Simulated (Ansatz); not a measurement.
What does this script print? It uses the Ansatz DFT code, driven from Python.

Script `edit_taco3.py`:
```python
# -*- coding: utf-8 -*-
"""Keys set on an Input object, for TaCo3."""

import ansatz as az
from tabulate import tabulate

structure = (
    az.Lattice.cubic(3.67)
    .space_group(221)
    .atom("Ta", [0.0, 0.0, 0.0])
    .atom("Co", [0.0, 0.5, 0.5])
    .moments(Co=3.2)
)

calculation = structure.calculation()
calculation = calculation.kpoints(spacing=0.32)
calculation = calculation.occupations("fermi_dirac", width=0.15)
calculation = calculation.spin("collinear")
calculation = calculation.basis(530).functional(az.Functional.R2SCAN)
calculation = calculation.band_table()
typed = calculation.input()
rows = []
for value in [0.1, 0.3, 0.6]:
    edited = typed.set(az.key.scf.mixing.beta, value)
    data = az.Session.from_dict(edited).plan().execute().report
    rows.append((value, data["free_energy_ev"], data["n_iterations"], len(data["eigenvalues_ev"][0]) if "eigenvalues_ev" in data else 0))
print(tabulate(rows, headers=["beta", "F eV", "iterations", "bands listed"], floatfmt=".4f", tablefmt="pipe"))
print(edited.to_yaml())
```

```console
$ python edit_taco3.py
DeckWarning: where an SCF of this run starts from atoms to list the orders of its open shells, Co (sites 1, 2, 3, from 0) starts with 3.00 μB on its 3d shell, in the place of the 3.20 μB that the [...]
|   beta |        F eV |   iterations |   bands listed |
|-------:|------------:|-------------:|---------------:|
| 0.1000 | -25339.3309 |           34 |             46 |
| 0.3000 | -25339.3309 |           23 |             46 |
| 0.6000 | -25339.3309 |           20 |             46 |
crystal:
  lattice:
    bravais: cubic
    a: 3.67
  space_group: 221
  atoms:
    - { symbol: Ta, position: [0.0, 0.0, 0.0] }
    - { symbol: Co, position: [0.0, 0.5, 0.5] }
basis:
  ecutwfc: 530.0
kpoints:
  mp_grid:
    kspacing: 0.32
hamiltonian:
  xc: r2scan
magnetization:
  spin_polarized: true
  per_species:
    Co: 3.2
scf:
  occupations:
    method: fermi_dirac
    width: 0.15
  mixing:
    beta: 0.6
output:
  eigenvalues: true
```
(Warnings from the package without file and line, shortened, repeats left out.)

Notes:
- Total energies depend on the potentials; only differences at equal settings carry meaning. A total without «per atom» is that of the whole cell that was run.
- Other magnetic orders than the one started from may lie lower.
- For a metal this k-point mesh is coarse: on a finer one energies can move by several to tens of meV an atom and pressures by half a GPa or more, differences at one mesh by less.
- The smearing is wide enough that free energy and stress hold a thermal part of the electrons.
- Spin-orbit coupling, which matters for elements this heavy, is left out.
- r2SCAN tends to overestimate the moments of itinerant magnets.
- The structure is a deposited one; some such entries were measured under pressure or heat, so a shift against it needn't be the functional's error alone.
- Timing: 120 s on 1 thread of Arm Neoverse V1 (shared host), peak memory 0.62 GiB.
